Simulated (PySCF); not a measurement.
# NBF3H3: atomic charges with PBE

NBF3H3, in a box:

```xyz
8
Lattice="12.0000 0.0000 0.0000 0.0000 12.0000 0.0000 0.0000 0.0000 13.0000" Properties=species:S:1:pos:R:3 pbc="T T T"
N     5.3908    5.7950    7.2983
B     6.4241    5.8861    5.9845
F     7.4137    4.9870    6.2745
F     5.6412    5.5353    4.9187
F     6.8362    7.1907    5.9732
H     4.6123    6.4347    7.1746
H     5.8863    6.0420    8.1493
H     5.0283    4.8513    7.3919
```

```json
{
 "Program": "PySCF 2.14.0",
 "Task": "atomic charges",
 "Functional": "PBE",
 "Potentials or basis": "cc-pvdz (all-electron)",
 "k mesh": "1 × 1 × 1",
 "Occupations": "fixed",
 "Spin": "no spin polarisation",
 "Exponents discarded below (exp_to_discard)": "0 1/bohr^2",
 "conv_tol": "1e-07 Ha",
 "max_cycle": "60",
 "Relativity": "none",
 "Coulomb method": "Gaussian density fitting (GDF)",
 "Grid for exchange and correlation": "Becke, atom-centred"
}
```

```
Gap between the frontier levels : 7.11 eV
Meta-löwdin charges             : N -0.31; B +0.55; F -0.33; H +0.26 e
```

Levels at points of the mesh, in eV from the valence-band top:
```csv
k point,band 19,band 20,band 21,band 22,band 23,band 24
"(0.00, 0.00, 0.00)",-0.63,-0.60,0.00,7.11,8.97,8.97
```

Wall time 27 s on 2 threads of Intel(R) Xeon(R) Processor @ 2.70GHz, with other jobs on the host, peak memory 1.9 GiB.

Caveat: this is a molecule in a periodic box at the Γ point, so its band gap is the HOMO-LUMO gap; population charges move with the basis; the basis of atomic orbitals isn't converged, which shifts pressures, moduli and gaps. PBE gaps usually lie below the measured ones, often by a third to a half.
